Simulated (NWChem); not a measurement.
# One shape, several levels: BNH3F3 (SMILES [NH3+][B-](F)(F)F)

We compute a comparison of 6 runs (BLYP/cc-pVDZ, PBE/cc-pVDZ, SVWN5/cc-pVDZ, revPBE/cc-pVDZ, CCSD/cc-pVDZ, CCSD(T)/cc-pVDZ) of BNH3F3. 

The results are computed with NWChem 7.3.0.

### Step 1. Starting point

The species is BNH3F3 (8 atoms), meant as a singlet with charge 0. As SMILES, `[NH3+][B-](F)(F)F`. The N1–H7 distance was set to 1.827 Å, away from the relaxed value. At this shape a bond of the SMILES string is far longer than usual.

Bond lengths: N1–B2 1.674 Å, B2–F3 1.368 Å, B2–F4 1.368 Å, B2–F5 1.368 Å, N1–H6 1.015 Å, N1–H8 1.015 Å. Angles: N1–B2–F3 104.1°, N1–B2–F4 104.1°, N1–B2–F5 104.1°, F3–B2–F4 114.2°, F3–B2–F5 114.2°, F4–B2–F5 114.2°, B2–N1–H6 110.1°, B2–N1–H8 110.1°, H6–N1–H8 108.9°.

### Step 2. A single-point energy at BLYP/cc-pVDZ (run 1)

The input, work.nw:

```
start work
title "BF3H3N"
memory 2200 mb
charge 0

geometry units atomic noautosym nocenter noautoz
 N     -1.69730854    -0.47240885    -0.06625380
 B      0.25534546    -0.30025480    -2.54897598
 F      2.12541844    -1.99930756    -2.00095540
 F     -1.22412112    -0.96317073    -4.56304608
 F      1.03410160     2.16508190    -2.57032989
 H     -3.16846033     0.73644895    -0.30001292
 H     -0.01190527     0.36774070     2.82835309
 H     -2.38233426    -2.25574340     0.11062457
end

basis spherical bse
 * library cc-pVDZ
end

dft
 xc becke88 lyp
 mult 1
 grid xfine
 convergence energy 1e-08
 iterations 100
 mulliken
end

task dft energy
```

The run is started by

```console
$ nwchem work.nw > work.out
```

Log:

```text
[...]
          Wavefunction type:  closed shell.
          No. of atoms     :     8
          No. of electrons :    42
[...]
          Charge           :     0
          Spin multiplicity:     1
[...]
          AO basis - number of functions:    85
[...]
              XC Information
              --------------
                    Becke 1988 Exchange Functional  1.000
              Lee-Yang-Parr Correlation Functional  1.000
[...]
 d= 0,ls=0.0,diis     1   -380.8120727099 -5.69D+02  3.20D-02  1.19D+00     3.8
[...]
 d= 0,ls=0.0,diis    14   -380.9639578240 -2.42D-09  4.26D-07  9.64D-10    45.1
         Total DFT energy =     -380.963957823986
      One electron energy =     -904.266686533128
           Coulomb energy =      378.145785162695
    Exchange-Corr. energy =      -43.437318294286
 Nuclear repulsion energy =      188.594261840733
[...]
      Total Density - Mulliken Population Analysis
     ---------------------------------------------
    Atom       Charge   Shell Charges
 -----------   ------   -------------------------------------------------------
    1 N    7     7.01   2.01  0.80  0.66  2.33  1.20  0.01
    2 B    5     4.98   2.02  0.53  0.03  1.55  0.42  0.43
    3 F    9     9.16   2.01  0.89  0.95  3.37  1.94  0.00
    4 F    9     9.14   2.01  0.89  0.95  3.36  1.92  0.00
    5 F    9     9.16   2.01  0.89  0.95  3.37  1.94  0.00
    6 H    1     0.87   0.71  0.11  0.05
    7 H    1     0.82   0.46  0.35  0.00
    8 H    1     0.87   0.71  0.11  0.05
[...]
```

It took 46 s on 1 thread of Intel Xeon Platinum 8488C (Sapphire Rapids), shared host; peak memory 0.13 GiB.

### Step 3. The energy at PBE/cc-pVDZ (run 2)

The input, run.py:

```python
from ase import Atoms
from ase.calculators.nwchem import NWChem

mol = Atoms(['N', 'B', 'F', 'F', 'F', 'H', 'H', 'H'], positions=[
    [-0.898177, -0.249988, -0.035060],
    [0.135123, -0.158888, -1.348860],
    [1.124723, -1.057988, -1.058860],
    [-0.647777, -0.509688, -2.414660],
    [0.547223, 1.145712, -1.360160],
    [-1.676677, 0.389712, -0.158760],
    [-0.006300, 0.194600, 1.496700],
    [-1.260677, -1.193688, 0.058540],
])

calc = NWChem(
    label='bf3h3n',
    theory='dft',
    memory='2200 mb',
    basis='cc-pVDZ',
    basispar='spherical bse',
    dft={'xc': 'xpbe96 cpbe96', 'mult': '1', 'grid': 'xfine', 'convergence': 'energy 1e-08', 'iterations': '100', 'mulliken': None},
    task='energy',
)
mol.calc = calc

e = mol.get_potential_energy()
print(f"E = {e:.6f} eV")
print("dipole (e A):", mol.get_dipole_moment().round(4))
```

The run is started by

```console
$ export ASE_NWCHEM_COMMAND="nwchem PREFIX.nwi > PREFIX.nwo"
$ python run.py
```

Log:

```text
E = -10357.552525 eV
dipole (e A): [-0.7175 -0.0508  1.0035]
```

The calculator wrote bf3h3n.nwi:

```
title "bf3h3n"

permanent_dir bf3h3n

scratch_dir bf3h3n

start bf3h3n

geometry units angstrom nocenter noautosym noautoz
  N  -8.9817700000000000e-01 -2.4998799999999999e-01 -3.5060000000000001e-02
  B  1.3512299999999999e-01 -1.5888800000000000e-01 -1.3488599999999999e+00
  F  1.1247229999999999e+00 -1.0579879999999999e+00 -1.0588599999999999e+00
  F  -6.4777700000000005e-01 -5.0968800000000003e-01 -2.4146600000000000e+00
  F  5.4722300000000001e-01 1.1457120000000001e+00 -1.3601600000000000e+00
  H  -1.6766770000000000e+00 3.8971200000000000e-01 -1.5876000000000001e-01
  H  -6.3000000000000000e-03 1.9460000000000000e-01 1.4966999999999999e+00
  H  -1.2606770000000000e+00 -1.1936880000000001e+00 5.8540000000000002e-02
end

memory 2200 mb

basis spherical bse noprint
   * library cc-pVDZ
end

dft
  xc xpbe96 cpbe96
  mult 1
  grid xfine
  convergence energy 1e-08
  iterations 100
  mulliken
end

task dft energy
```

bf3h3n.nwo:

```text
Northwest Computational Chemistry Package (NWChem) 7.3.0
             --------------------------------------------------------

           Job information
           ---------------

    nwchem branch   = 7.3.0
    use scalapack   = T
    input           = bf3h3n.nwi
    prefix          = bf3h3n.
    data base       = bf3h3n/bf3h3n.db
    status          = startup
    nproc           =        1

           Memory information
           ------------------

[... 5 lines left out ...]
    hardfail = no
[... 124 lines left out ...]
          Convergence on energy requested:  1.00D-08
[... 24 lines left out ...]
          Convergence Information
[... 30 lines left out ...]
 1-e energy   =    -900.296804
[... 51 lines left out ...]
      One electron energy =     -904.209533736316
[... 8 lines left out ...]
                       DFT Final Molecular Orbital Analysis
[... 629 lines left out ...]
     Multipole analysis of the density
     ---------------------------------

     L   x y z        total         alpha         beta         nuclear
     -   - - -        -----         -----         ----         -------
     0   0 0 0     -0.000000    -21.000000    -21.000000     42.000000

     1   1 0 0     -1.355881     -1.303670     -1.303670      1.251458
[... 8 lines of this table left out ...]
     2   0 0 2    -23.553669   -173.529420   -173.529420    323.505170

 Task  times  cpu:       44.7s     wall:       44.7s
 Total times  cpu:       44.7s     wall:       44.7s
```

Wall time 46 s (1 thread of Intel Xeon Platinum 8488C (Sapphire Rapids), shared host); peak memory 0.13 GiB.

Runs 3 to 5 aren't shown in full; the table further down has their settings and results.

### Step 4. The energy at CCSD(T)/cc-pVDZ (run 6)

The input, bf3h3n.nw:

```
start bf3h3n
title "BF3H3N ccsd(t)"
memory 2200 mb

geometry noautosym nocenter noautoz
  N     -0.898177    -0.249988    -0.035060
  B      0.135123    -0.158888    -1.348860
  F      1.124723    -1.057988    -1.058860
  F     -0.647777    -0.509688    -2.414660
  F      0.547223     1.145712    -1.360160
  H     -1.676677     0.389712    -0.158760
  H     -0.006300     0.194600     1.496700
  H     -1.260677    -1.193688     0.058540
end

basis spherical bse
  N library cc-pVDZ
  B library cc-pVDZ
  F library cc-pVDZ
  H library cc-pVDZ
end

scf
  thresh 1e-08
  maxiter 80
  noprint "final vectors analysis"
end

ccsd
  freeze core 5
  maxiter 60
end

task ccsd(t) energy
```

The run is started by

```console
$ nwchem bf3h3n.nw > bf3h3n.out
```

Log:

```text
[...]
  functions       =    85
[...]
  wavefunction    = RHF
[...]
         Total SCF energy =   -379.264986603565
      One-electron energy =   -904.242863106885
      Two-electron energy =    336.383601078406
 Nuclear repulsion energy =    188.594275424914
        Time for solution =     18.8s
[...]
 Total MP2 energy:           -380.116851424490676
[...]
             energy      energy      error      ampl     ampl      Block
                                                time     time      time
[...]
 Total CCSD energy:           -380.144263155464159
[...]
 Total CCSD+T(CCSD) energy:           -380.165137811315844
[...]
 Total CCSD(T) energy:                -380.163585070359431
[...]
```

Run time: 3.1 min. Hardware: 1 thread of Intel Xeon Platinum 8488C (Sapphire Rapids), shared host; peak memory 0.28 GiB.

### Step 5. Overview of the runs

| run | level | integration grid | iteration cap | energy (Eh) | dipole moment (D) | HOMO energy (eV) | LUMO energy (eV) | wall time |
| --- | --- | --- | --- | --- | --- | --- | --- | --- |
| 1 | BLYP/cc-pVDZ | xfine | 100 | -380.963958 | 5.87 | -7.34 | -5.32 | 46 s |
| 2 | PBE/cc-pVDZ | xfine | 100 | -380.633038 | 5.93 | -7.44 | -5.38 | 46 s |
| 3 | SVWN5/cc-pVDZ | xfine | 100 | -378.393354 | 6.13 | -7.60 | -5.40 | 24 s |
| 4 | revPBE/cc-pVDZ | xfine | 100 | -380.892535 | 5.87 | -7.39 | -5.37 | 50 s |
| 5 | CCSD/cc-pVDZ | – | 80 | -380.144263 | – | – | – | 2.4 min |
| 6 | CCSD(T)/cc-pVDZ | – | 80 | -380.163585 | – | – | – | 3.1 min |

### Step 6. Summary of results

```
                                          quantity          value
                               run 6: total energy  -380.16359 Eh
run 6: correlation energy (5 core orbitals frozen)     -898.6 mEh
                             run 6: (T) correction     -19.32 mEh
```

In words: Over runs 1, 2, 3, 4 the dipole moment (its size) runs from 5.87 D (BLYP/cc-pVDZ) to 6.13 D (SVWN5/cc-pVDZ). Over runs 1, 2, 3, 4 the HOMO–LUMO gap runs from 2.02 eV (BLYP/cc-pVDZ) to 2.19 eV (SVWN5/cc-pVDZ). Totals of different functionals can't be ranked against each other. All runs together took 8.2 min, the longest 3.1 min.
